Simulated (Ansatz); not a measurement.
# ClFGeH4: the cost of one run

All numbers below are computed with Ansatz 0.2.0 (RKS PBE-D4/def2-SVP).

## 1. The starting structure

Bond lengths: Ge1–F2 2.030 Å, Ge1–H3 1.550 Å, Ge1–H4 1.549 Å, Ge1–H5 1.549 Å, Ge1–Cl6 2.520 Å. Angles: F2–Ge1–H3 109.5°, F2–Ge1–H4 109.5°, F2–Ge1–H5 109.5°, F2–Ge1–Cl6 71.6°, H3–Ge1–H4 109.5°, H3–Ge1–H5 109.5°, H3–Ge1–Cl6 178.9°, H4–Ge1–H5 109.5°, H4–Ge1–Cl6 70.0°, H5–Ge1–Cl6 70.0°.

Coordinates:

```xyz
7

Ge    0.0000    0.0000    0.0000
F     0.0000    0.0000    2.0300
H     1.4616    0.0000   -0.5162
H    -0.7300    1.2648   -0.5162
H    -0.7300   -1.2648   -0.5162
Cl   -2.3914    0.0000    0.7946
H    -1.1996    0.0000    1.9150
```

## 2. Pulling towards end A

Springs on the bonds that form and break draw the guess towards this end; the thresholds are loose.

The input, input.yaml:

```yaml
crystal:
  periodic: [false, false, false]
  atoms:
    - { symbol: Ge, position_ang: [0.0, 0.0, 0.0] }
    - { symbol: F, position_ang: [0.0, 0.0, 2.03] }
    - { symbol: H, position_ang: [1.4616, 0.0, -0.5162] }
    - { symbol: H, position_ang: [-0.73, 1.2648, -0.5162] }
    - { symbol: H, position_ang: [-0.73, -1.2648, -0.5162] }
    - { symbol: Cl, position_ang: [-2.3914, 0.0, 0.7946] }
    - { symbol: H, position_ang: [-1.1996, 0.0, 1.915] }
basis:
  gaussian: { orbitals: def2-SVP }
hamiltonian:
  xc: pbe
  dispersion: d4
relax:
  f_tol: 0.15
  max_steps: 25
  restrain:
    - { distance: [0, 5], at: 3.42, k: 30.0 }
    - { distance: [6, 1], at: 2.12, k: 30.0 }
    - { distance: [0, 1], at: 1.68, k: 30.0 }
    - { distance: [6, 5], at: 1.37, k: 30.0 }
```

The run is started by

```
> ansatz run input.yaml --threads 2 --pin off --max-ram 3072MiB --backend cpu --events-out ev --progress --plain --runs-dir out
```

**Question.** How long does this run take on 2 threads of Arm Neoverse V1, shared host, and how much memory does it need?

About 9.8 s, with a peak of 0.12 GiB.
